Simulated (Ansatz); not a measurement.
Here is an Ansatz input file for C2H2F2OSi, SMILES FC=C1O[SiH]1F. Write the same calculation for the Python package.

```yaml
crystal:
  periodic: [false, false, false]
  atoms:
    - { symbol: F, position_ang: [2.4102, -0.3242, -0.5757] }
    - { symbol: C, position_ang: [1.1434, 0.0564, -1.0569] }
    - { symbol: C, position_ang: [0.0479, 0.0302, -0.3095] }
    - { symbol: O, position_ang: [-1.134, 0.3118, -0.5115] }
    - { symbol: Si, position_ang: [-0.8415, -0.2097, 1.082] }
    - { symbol: F, position_ang: [-1.0656, 1.0847, 2.0359] }
    - { symbol: H, position_ang: [1.2134, 0.3446, -2.0937] }
    - { symbol: H, position_ang: [-1.6816, -1.3508, 1.3735] }
basis:
  gaussian:
    orbitals: "6-31G*"
correlation:
  method: mp2
```

Script `c2h2f2osi_energy.py`:
```python
'''Single point of C2H2F2OSi.'''

import ansatz
from ase import Atoms


def main() -> None:
    atoms = Atoms(['F', 'C', 'C', 'O', 'Si', 'F', 'H', 'H'], positions=[
        (2.4102, -0.3242, -0.5757),
        (1.1434, 0.0564, -1.0569),
        (0.0479, 0.0302, -0.3095),
        (-1.134, 0.3118, -0.5115),
        (-0.8415, -0.2097, 1.082),
        (-1.0656, 1.0847, 2.0359),
        (1.2134, 0.3446, -2.0937),
        (-1.6816, -1.3508, 1.3735),
    ])
    c2h2f2osi = ansatz.Crystal.molecule_from_ase(atoms)

    calculation = (
        c2h2f2osi.calculation()
        .basis(gaussian='6-31G*')
        .correlation('mp2')
    )
    done = calculation.run(threads=1)
    data = done.report

    print(f'E = {data["free_energy_ev"]:.6f} eV = {data["free_energy_ev"] / 27.211386246:.7f} Ha')
    print('converged:', data['converged'], ' doubts:', data['published_state_doubts'] or 'none')

    print('correlation energy', round(data['free_energy_ev'] - data['reference_energy_ev'], 5), 'eV')
    cluster = data['correlation'].get('coupled_cluster')
    if cluster:
        print('cycles', cluster['cycles'], ' T1 diagnostic', round(cluster['t1_diagnostic'], 4), ' largest double', round(cluster['largest_double'], 4))

    field = data['mean_field']
    print('<S^2> =', round(abs(field['state']['spin_squared']), 4), ' relativity:', field['relativity'])
    print('passes:', field['passes'])
    if 'symmetry' in field:
        print('occupied orbitals by irrep:', field['symmetry']['occupied'])


if __name__ == '__main__':
    main()
```

```console
$ python c2h2f2osi_energy.py
E = -17424.889065 eV = -640.3528621 Ha
converged: True  doubts: none
correlation energy -23.14159 eV
<S^2> = 0.0  relativity: none
passes: {'evaluations': 11, 'products': 36}
occupied orbitals by irrep: [{'A': 27}, {'A': 27}]
```

Caveats:
- Total energies depend on the basis set; only differences at equal settings carry meaning.
- The geometry is a force-field or estimated start, not a minimum of this method, and the basis set is short of its limit.
- Inner cores stay frozen, so this is valence correlation.
- S² is that of the Hartree-Fock reference.
- Run time: 2 s on 1 thread of Arm Neoverse V2, on a shared host, peak memory 0.25 GiB.

(A comment or docstring line of the script was reworded after the run, the code is as it ran; lines on the test bed's own set-up are left out of the output.)
